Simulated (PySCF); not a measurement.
# BiH4S4 (Bi(SH)4+): the cost of one run

Computed with PySCF 2.14.0. Level: TPSS, Bi def2-SVP with ECP60, S def2-SVP, H def2-SVP; scalar-relativistic core potentials, no spin–orbit coupling.

4 further runs of the same task are left out: 2 for a known fault of the program, 1 that didn't finish, 1 set aside as unsound or not needed.

### 1 The starting structure

9 atoms, charge 1, spin multiplicity 1.

Bond lengths: Bi1–S2 2.525 Å, Bi1–S4 2.525 Å, Bi1–S6 2.525 Å, Bi1–S8 2.525 Å, S2–H3 1.363 Å, S4–H5 1.363 Å, S6–H7 1.363 Å, S8–H9 1.363 Å. Angles: S2–Bi1–S4 117.7°, S2–Bi1–S6 105.5°, S2–Bi1–S8 105.5°, S4–Bi1–S6 105.5°, S4–Bi1–S8 105.5°, S6–Bi1–S8 117.7°, Bi1–S2–H3 92.9°, Bi1–S4–H5 92.9°, Bi1–S6–H7 92.9°, Bi1–S8–H9 92.9°.

Coordinates:

| atom | x (Å) | y (Å) | z (Å) |
| --- | --- | --- | --- |
| Bi1 | 0.00000 | 0.00000 | -0.00002 |
| S2 | 1.46958 | 1.58376 | 1.30597 |
| H3 | 2.44369 | 0.64640 | 1.47827 |
| S4 | -1.46958 | -1.58376 | 1.30597 |
| H5 | -2.44369 | -0.64640 | 1.47827 |
| S6 | 1.58376 | -1.46955 | -1.30602 |
| H7 | 0.64655 | -2.44373 | -1.47821 |
| S8 | -1.58376 | 1.46955 | -1.30602 |
| H9 | -0.64655 | 2.44373 | -1.47821 |

Formal oxidation states: Bi +5. An earlier session relaxed this geometry at TPSS, Bi def2-SVP with ECP60, S def2-SVP, H def2-SVP (singlet, point group S4).

Its energy there is -1809.101539 Eh.

### 2 Multiplicity 3 at the relaxed geometry

run.py (the lines that set the calculation) reads:

```python
mol = gto.M(atom='''
Bi     0.00000     0.00000    -0.00002
S      1.46958     1.58376     1.30597
H      2.44369     0.64640     1.47827
S     -1.46958    -1.58376     1.30597
H     -2.44369    -0.64640     1.47827
S      1.58376    -1.46955    -1.30602
H      0.64655    -2.44373    -1.47821
S     -1.58376     1.46955    -1.30602
H     -0.64655     2.44373    -1.47821''',
    basis={'Bi': 'def2-SVP', 'S': 'def2-SVP', 'H': 'def2-SVP'},
    ecp={'Bi': 'def2-SVP'},
    charge=1, spin=2)
mf = dft.UKS(mol, xc='TPSS')
mf.grids.atom_grid = (50, 194)
mf = mf.density_fit()  # fitting sets: Bi def2-universal-JKFIT, S def2-universal-JKFIT, H def2-universal-JKFIT
mf.conv_tol = 1e-08; mf.max_cycle = 55
mf.kernel(dm0)  # dm0: free metal ions and neutral atoms
```

Started as:

```bash
$ OMP_NUM_THREADS=2 python run.py
```

**Question.** How long does this run take on 2 threads of Arm Neoverse V2, shared host?

About 2.3 min.
